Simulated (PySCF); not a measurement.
**One shape, several levels: C2H7B2Br (SMILES BCB(C)Br)**

Wanted: a comparison of 4 runs (HF/STO-3G, HF/3-21G, TPSS/pcseg-1, CCSD(T)/6-31G) of C2H7B2Br. The job is set up through a Python script.

Program for the calculation: PySCF 2.14.0.

### 1 The molecule

C2H7B2Br has 12 atoms, charge 0, and is taken as a singlet. As SMILES, `BCB(C)Br`. The coordinates come from a GFN2-xTB relaxation. This is one conformer, not always the lowest.

Bond lengths: B1–C2 1.573 Å, C2–B3 1.578 Å, B3–C4 1.575 Å, B3–Br5 1.884 Å, B1–H6 1.169 Å, B1–H7 1.170 Å, C2–H8 1.090 Å, C2–H9 1.091 Å, C4–H10 1.088 Å, C4–H11 1.093 Å, C4–H12 1.091 Å. Some angles: B1–C2–B3 106.4°, C2–B3–C4 122.5°, C2–B3–Br5 118.9°, C4–B3–Br5 118.6°, B1–C2–H8 110.5°, B1–C2–H9 110.5°, B3–C2–H8 109.8°, B3–C2–H9 110.4°, C2–B1–H6 120.3°, C2–B1–H7 119.7°.

### 2 Energy and gradient at HF/STO-3G (run 1)

Contents of job.py:

```python
import pyscf.grad
from pyscf import gto, scf

mol = gto.Mole()
mol.atom = [
    ('B', (-1.728240, 0.638950, 0.444000)),
    ('C', (-0.299270, 0.355220, 1.037110)),
    ('B', (0.690750, 0.300130, -0.190950)),
    ('C', (1.077670, -1.049190, -0.905300)),
    ('Br', (1.441610, 1.906580, -0.827750)),
    ('H', (-2.116410, 1.736550, 0.338850)),
    ('H', (-2.381940, -0.250560, 0.056740)),
    ('H', (-0.286780, -0.599240, 1.564340)),
    ('H', (-0.007610, 1.149370, 1.726140)),
    ('H', (0.369660, -1.854730, -0.720060)),
    ('H', (2.048130, -1.394840, -0.538760)),
    ('H', (1.192420, -0.938240, -1.984360)),
]
mol.charge = 0
mol.spin = 0
mol.basis = 'sto-3g'
mol.verbose = 4
mol.max_memory = 1860
mol.build()

mf = scf.RHF(mol)
mf.conv_tol = 1e-10
mf.kernel()
if not mf.converged:
    mf = mf.newton().run(mf.mo_coeff, mf.mo_occ)

etot = mf.e_tot
print(f'total energy: {etot:.8f} hartree')
grad = mf.Gradients().kernel()
mf.analyze()
```

On the command line:

```
$ OMP_NUM_THREADS=1 python job.py
```

Standard output:

```text
PySCF version 2.14.0

[... 81 lines left out ...]
Nuclear Repulsion Energy =             276.258764994063029
[... 8 lines left out ...]
MO #3   energy= -57.741011003474   occ= 2
[... 6 lines left out ...]
MO #10  energy= -7.41690665276027  occ= 2
[... 6 lines left out ...]
MO #17  energy= -2.23123550361718  occ= 2
[... 6 lines left out ...]
MO #24  energy= -0.558651825671759 occ= 2
[... 6 lines left out ...]
MO #31  energy= -0.334547160470061 occ= 2
[... 6 lines left out ...]
MO #38  energy= 0.70325331148392   occ= 0
[... 6 lines left out ...]
MO #45  energy= 0.888995625180723  occ= 0
[... 60 lines left out ...]
Dipole moment(X, Y, Z, Debye): -0.24532, -1.29255,  0.66076
```

Wall time 8.1 s (1 thread of Intel Xeon at 2.70GHz, shared host); peak memory 0.12 GiB.

### 3 Energy and gradient at HF/3-21G (run 2)

Contents of calc.py:

```python
# BCB(C)Br
from pyscf import gto

mol = gto.M(
    atom='''
B     -3.265900     1.207441     0.839038
C     -0.565538     0.671269     1.959854
B      1.305328     0.567164    -0.360843
C      2.036501    -1.982682    -1.710769
Br     2.724248     3.602914    -1.564221
H     -3.999435     3.281604     0.640334
H     -4.501214    -0.473490     0.107223
H     -0.541936    -1.132399     2.956174
H     -0.014381     2.171995     3.261932
H      0.698556    -3.504932    -1.360716
H      3.870405    -2.635866    -1.018109
H      2.253347    -1.773017    -3.749897
''',
    unit='bohr',
    charge=0,
    verbose=3,
    max_memory=1860,
    basis='3-21g',
    spin=0,
)

mf = mol.RHF()
mf.conv_tol = 1e-10
mf.kernel()
if not mf.converged:
    mf = mf.newton().run(mf.mo_coeff, mf.mo_occ)

energy = mf.e_tot
print('E = %.10f Eh' % energy)
grad = mf.nuc_grad_method().kernel()
dip = mf.dip_moment()
pop, q = mf.mulliken_pop()
```

On the command line:

```
$ OMP_NUM_THREADS=1 python calc.py
```

Standard output:

```text
converged SCF energy = -2688.54401609687
[... 9 lines left out ...]
Dipole moment(X, Y, Z, Debye): -0.26678, -1.52973,  0.71602
[... 85 lines left out ...]
charge of   11H =      0.21831
```

Wall time 6.3 s (1 thread of Intel Xeon at 2.70GHz, shared host); peak memory 0.14 GiB.

Run 3 isn't shown in full; the table further down has it.

### 4 The energy at CCSD(T)/6-31G (run 4)

job.py: that of step 2 with these lines changed.

```diff
@@ -1,6 +1,6 @@
-import pyscf.grad
-from pyscf import gto, scf
+# BCB(C)Br
+from pyscf import gto, scf, cc
 
-mol = gto.Mole()
-mol.atom = [
+molecule = gto.Mole()
+molecule.atom = [
     ('B', (-1.728240, 0.638950, 0.444000)),
@@ -18,10 +18,9 @@
 ]
-mol.charge = 0
-mol.spin = 0
-mol.basis = 'sto-3g'
-mol.verbose = 4
-mol.max_memory = 1860
-mol.build()
+molecule.verbose = 4
+molecule.basis = '6-31g'
+molecule.max_memory = 1860
+molecule.charge = 0
+molecule.build()
 
-mf = scf.RHF(mol)
+mf = scf.RHF(molecule)
 mf.conv_tol = 1e-10
@@ -31,5 +30,7 @@
 
-etot = mf.e_tot
+mycc = cc.CCSD(mf, frozen=13)
+mycc.kernel()
+e_t = mycc.ccsd_t()
+etot = mycc.e_tot + e_t
 print(f'total energy: {etot:.8f} hartree')
-grad = mf.Gradients().kernel()
 mf.analyze()
```

On the command line:

```
$ OMP_NUM_THREADS=1 python job.py
```

Standard output:

```text
PySCF version 2.14.0

[... 104 lines left out ...]
DFT Exchange-Correlation Energy =     -110.383952704742569
[... 12 lines left out ...]
MO #11  energy= -7.42647218834989  occ= 2
[... 10 lines left out ...]
MO #22  energy= -0.684689234043632 occ= 2
[... 10 lines left out ...]
MO #33  energy= 0.0696939776770549 occ= 0
[... 10 lines left out ...]
MO #44  energy= 0.411928055700116  occ= 0
[... 10 lines left out ...]
MO #55  energy= 0.767113617894395  occ= 0
[... 10 lines left out ...]
MO #66  energy= 1.23615602529532   occ= 0
[... 10 lines left out ...]
MO #77  energy= 4.49384236129476   occ= 0
[... 92 lines left out ...]
Dipole moment(X, Y, Z, Debye): -0.42894, -1.74791,  0.82409
```

It took 27 s on 1 thread of Intel Xeon at 2.70GHz, shared host; peak memory 0.32 GiB.

### 5 Overview of the runs

```tsv
run	level	integration grid	task	energy (Eh)	dipole moment (D) of the reference	HOMO energy (eV)	LUMO energy (eV)	wall time
1	HF/STO-3G	–	gradient	-2672.352872	1.47	-8.39	5.51	8.1 s
2	HF/3-21G	–	gradient	-2688.544016	1.71	-10.65	1.85	6.3 s
3	TPSS/pcseg-1	5	gradient	-2703.926247	1.36	-6.84	-2.70	2.6 min
4	CCSD(T)/6-31G	–	energy	-2701.715311	1.98	-10.84	1.90	27 s
```

### 6 Results

```
                                           quantity           value
                                run 4: total energy  -2701.71531 Eh
        run 4: dipole moment (Hartree–Fock density)          1.98 D
         run 4: HOMO energy (Hartree–Fock orbitals)       -10.84 eV
         run 4: LUMO energy (Hartree–Fock orbitals)         1.90 eV
       run 4: HOMO–LUMO gap (Hartree–Fock orbitals)        12.73 eV
run 4: correlation energy (13 core orbitals frozen)      -502.8 mEh
                              run 4: (T) correction      -10.52 mEh
                               run 4: T1 diagnostic           0.011
```

What this shows: Over runs 1, 2, 3 the dipole moment (its size) runs from 1.36 D (TPSS/pcseg-1) to 1.71 D (HF/3-21G). The two ends differ in method and basis. Over runs 1, 2, 3 the HOMO–LUMO gap runs from 4.14 eV (TPSS/pcseg-1) to 13.91 eV (HF/STO-3G). In run 1 the basis is minimal, so the values are rough. All runs together took 3.3 min, the longest 2.6 min.
